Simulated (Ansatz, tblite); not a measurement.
# C₁₀H₂₁AgS: one state, many levels

One table from this session's results is given with a row withheld; the runs are named, their logs left out.

Method: as each input shows; program: Ansatz 0.2.0, Gaussian basis.

Plan: GFN1-xTB, GFN2-xTB, PBE-D4/def2-TZVP, r2SCAN-D4/def2-TZVP, revPBE-D4/def2-TZVP, B97M-V/def2-TZVP, PBE-D4/def2-SVP, PBE0-D4/def2-SVP, MP2/def2-SVP.

5 further runs of the same task are left out: 5 that didn't finish. Runs told in other sessions of the task aren't counted.

**The relaxed structure**

The singlet was relaxed beforehand with PBE-D4/def2-SVP.

SMILES `CCCCCCCCCC[S][Ag]`, 33 atoms, charge 0, spin multiplicity 1.

Bond lengths: C1–C2 1.531 Å, C1–H13 1.109 Å, C1–H14 1.109 Å, C1–H15 1.111 Å, C2–C3 1.536 Å, C2–H16 1.113 Å, C2–H17 1.112 Å, C3–C4 1.532 Å, C3–H18 1.113 Å, C3–H19 1.114 Å, C4–C5 1.531 Å, C4–H20 1.113 Å, C4–H21 1.114 Å, C5–C6 1.531 Å, C5–H22 1.114 Å, C5–H23 1.114 Å, C6–C7 1.532 Å, C6–H24 1.113 Å and more. Angles: C2–C1–H13 111.5°, C2–C1–H14 112.1°, C2–C1–H15 111.2°, H13–C1–H14 107.1°, H13–C1–H15 107.4°, H14–C1–H15 107.3°, C1–C2–C3 114.6°, C1–C2–H16 109.5°, C1–C2–H17 109.1°, C3–C2–H16 109.0°, C3–C2–H17 108.7°, H16–C2–H17 105.6°, C2–C3–C4 114.9°, C2–C3–H18 108.9°, C2–C3–H19 109.2°, C4–C3–H18 108.7°, C4–C3–H19 109.1°, H18–C3–H19 105.5° and more.

Ag takes a core potential in the def2 sets. No spin-orbit coupling is included.

PBE0-D4/def2-TZVP was run before; its log isn't repeated, and its numbers join the tables.

Set-up of the first run:

Tight binding, by tblite at 300 K electronic temperature and without a spin-polarisation term:

```python
tblite.interface.Calculator('GFN1-xTB', numbers, positions, charge=0, uhf=0).singlepoint()
```

Tight binding, by tblite at 300 K electronic temperature and without a spin-polarisation term:

```python
tblite.interface.Calculator('GFN2-xTB', numbers, positions, charge=0, uhf=0).singlepoint()
```

start.molden holds the orbitals of an earlier run on this state, given as this run's starting guess.

Contents of in.yaml:

```yaml
crystal:
  periodic: [false, false, false]
  atoms:
    - {symbol: C, position_ang: [-4.514215, 0.670107, 2.039277]}
    - {symbol: C, position_ang: [-4.356289, -0.552611, 1.131875]}
    - {symbol: C, position_ang: [-3.398132, -0.351131, -0.050996]}
    - {symbol: C, position_ang: [-1.935738, -0.111360, 0.338027]}
    - {symbol: C, position_ang: [-0.993726, 0.025804, -0.861052]}
    - {symbol: C, position_ang: [0.467610, 0.266809, -0.474060]}
    - {symbol: C, position_ang: [1.412880, 0.382754, -1.674442]}
    - {symbol: C, position_ang: [2.872098, 0.697780, -1.316664]}
    - {symbol: C, position_ang: [3.578402, -0.399695, -0.511802]}
    - {symbol: C, position_ang: [5.027150, -0.061174, -0.166509]}
    - {symbol: S, position_ang: [5.958839, -1.373645, 0.718728]}
    - {symbol: Ag, position_ang: [4.590274, -1.817806, 2.564472]}
    - {symbol: H, position_ang: [-5.251783, 0.483923, 2.846011]}
    - {symbol: H, position_ang: [-3.559538, 0.952966, 2.528366]}
    - {symbol: H, position_ang: [-4.864766, 1.553936, 1.465171]}
    - {symbol: H, position_ang: [-4.009321, -1.421272, 1.735847]}
    - {symbol: H, position_ang: [-5.353716, -0.843348, 0.736768]}
    - {symbol: H, position_ang: [-3.449192, -1.243687, -0.713275]}
    - {symbol: H, position_ang: [-3.755658, 0.502174, -0.672009]}
    - {symbol: H, position_ang: [-1.854368, 0.803348, 0.966303]}
    - {symbol: H, position_ang: [-1.587513, -0.949476, 0.984767]}
    - {symbol: H, position_ang: [-1.345291, 0.857918, -1.512744]}
    - {symbol: H, position_ang: [-1.061130, -0.891245, -1.489751]}
    - {symbol: H, position_ang: [0.801696, -0.558075, 0.193844]}
    - {symbol: H, position_ang: [0.538478, 1.194756, 0.138848]}
    - {symbol: H, position_ang: [1.030449, 1.175235, -2.354957]}
    - {symbol: H, position_ang: [1.374576, -0.561755, -2.263294]}
    - {symbol: H, position_ang: [2.911831, 1.654794, -0.747883]}
    - {symbol: H, position_ang: [3.442959, 0.880638, -2.253572]}
    - {symbol: H, position_ang: [3.034673, -0.588393, 0.443416]}
    - {symbol: H, position_ang: [3.550964, -1.362091, -1.068064]}
    - {symbol: H, position_ang: [5.614762, 0.091285, -1.099809]}
    - {symbol: H, position_ang: [5.082754, 0.892547, 0.399153]}
basis:
  gaussian: {orbitals: def2-TZVP, initial_orbitals: start.molden}
hamiltonian: {xc: pbe, dispersion: d4}
scf: {omitted_lower_state_checks: [starts]}
output: {orbitals: {seedname: orbitals}}
```

Launch:

```bash
> ansatz run in.yaml --threads 4 --pin off --events-out ev --progress --plain --max-ram 6963MiB
```

Among the steps run: PBE-D4/def2-TZVP; r2SCAN-D4/def2-TZVP; revPBE-D4/def2-TZVP; B97M-V/def2-TZVP; PBE-D4/def2-SVP; PBE0-D4/def2-SVP; MP2/def2-SVP.

One table of the session follows, with a row left open; its other results are not shown here.

It belongs to the step «Binding energy». 

```
              level  binding an atom (eV)
        HF/def2-SVP                 3.091
    PBE-D4/def2-SVP                 4.167
   PBE-D4/def2-TZVP                     ?
revPBE-D4/def2-TZVP                 4.042
r2SCAN-D4/def2-TZVP                 4.056
   B97M-V/def2-TZVP                 4.044
   PBE0-D4/def2-SVP                 4.122
  PBE0-D4/def2-TZVP                 4.077
       MP2/def2-SVP                 3.923
```

**Question.** Estimate the row for PBE-D4/def2-TZVP.

**Answer.** binding an atom (eV): 4.126. In the column «binding an atom (eV)» it lies between PBE0-D4/def2-SVP (4.122) and PBE-D4/def2-SVP (4.167).

Limits of these values: Free atoms were run apart at each level; binding is atoms less cluster, divided by the number of atoms, without zero-point or spin-orbit terms.
